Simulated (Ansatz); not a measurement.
**C2H6ClNSi: up Jacob's ladder to CCSD(T)**

The task here is to estimate one member of a computed series from the others.

Program: Ansatz 0.2.0, Gaussian basis. Level of theory: functionals in def2-TZVPP, the program's frozen cores in correlated methods. These are calculated values, not measurements.

Plan: PBE-D4, r2SCAN-D4, PBE0-D4, B3LYP-D4, ωB97X-V, ωB97M-V, B2PLYP; CCSD(T)/def2-TZVPP; MP2/def2-QZVPP; extrapolation to the limit.

### The relaxed structure

An earlier PBE0-D4 in a triple-zeta def2 set relaxation fixed the geometry.

SMILES `N/C=C/[SiH2]Cl`, 11 atoms, charge 0, spin multiplicity 1.

Atoms are counted from 1 here; the program's logs count them from 0.

Bond lengths: N1–C2 1.359 Å, N1–H6 1.003 Å, N1–H7 1.005 Å, C2–C3 1.346 Å, C2–H8 1.088 Å, C3–Si4 1.819 Å, C3–H9 1.088 Å, Si4–Cl5 2.074 Å, Si4–H10 1.484 Å, Si4–H11 1.486 Å. Angles: C2–N1–H6 119.3°, C2–N1–H7 119.1°, H6–N1–H7 116.2°, N1–C2–C3 126.9°, N1–C2–H8 113.3°, C3–C2–H8 119.8°, C2–C3–Si4 120.6°, C2–C3–H9 118.8°, Si4–C3–H9 120.6°, C3–Si4–Cl5 112.3°, C3–Si4–H10 113.4°, C3–Si4–H11 109.0°, Cl5–Si4–H10 104.6°, Cl5–Si4–H11 107.1°, H10–Si4–H11 110.3°.

Set-up of the first run:

The input, in.yaml:

```yaml
crystal:
  periodic: [false, false, false]
  atoms:
    - {symbol: N, position_ang: [-1.078413, 0.933306, 1.706358]}
    - {symbol: C, position_ang: [-0.619518, 0.121897, 0.718067]}
    - {symbol: C, position_ang: [0.304616, 0.425283, -0.212803]}
    - {symbol: Si, position_ang: [0.744935, -0.775183, -1.506288]}
    - {symbol: Cl, position_ang: [2.681539, -1.486866, -1.291621]}
    - {symbol: H, position_ang: [-1.598615, 0.536453, 2.466303]}
    - {symbol: H, position_ang: [-0.590780, 1.790275, 1.901376]}
    - {symbol: H, position_ang: [-1.106879, -0.850805, 0.699612]}
    - {symbol: H, position_ang: [0.785345, 1.401131, -0.174921]}
    - {symbol: H, position_ang: [0.706726, -0.205785, -2.875636]}
    - {symbol: H, position_ang: [-0.163556, -1.946707, -1.409747]}
basis:
  gaussian: {orbitals: def2-TZVPP}
hamiltonian: {xc: pbe, dispersion: d4}
output: {forces: true, orbitals: {seedname: orbitals}}
```

Run with:

```bash
$ ansatz run in.yaml --threads 4 --pin off --events-out ev --progress --plain --max-ram 10444MiB
```

Steps of the session up to this table: PBE-D4 (GGA); r2SCAN-D4 (meta-GGA); PBE0-D4 (hybrid); B3LYP-D4 (hybrid); ωB97X-V (range-separated); ωB97M-V (range-separated); B2PLYP (double hybrid); CCSD(T) in def2-TZVPP; MP2 in def2-QZVPP.

One table of the session follows, with a row left open; its other results are not shown here.

It belongs to the step «Atomisation energies». 

```
            method  atomisation energy (kcal/mol)
            PBE-D4                          990.0
         r2SCAN-D4                          971.4
           PBE0-D4                          973.6
          B3LYP-D4                          970.7
           ωB97X-V                          973.2
           ωB97M-V                          973.7
            B2PLYP                          958.8
     HF/def2-TZVPP                          702.1
    MP2/def2-TZVPP                          955.0
   CCSD/def2-TZVPP                              ?
CCSD(T)/def2-TZVPP                          939.8
           MP2/CBS                          983.2
       CCSD(T)/CBS                          968.0
```

**Question.** Estimate the row for CCSD/def2-TZVPP.

**Answer.** atomisation energy (kcal/mol): 924.6. In the column «atomisation energy (kcal/mol)» it lies between HF/def2-TZVPP (702.1) and CCSD(T)/def2-TZVPP (939.8).
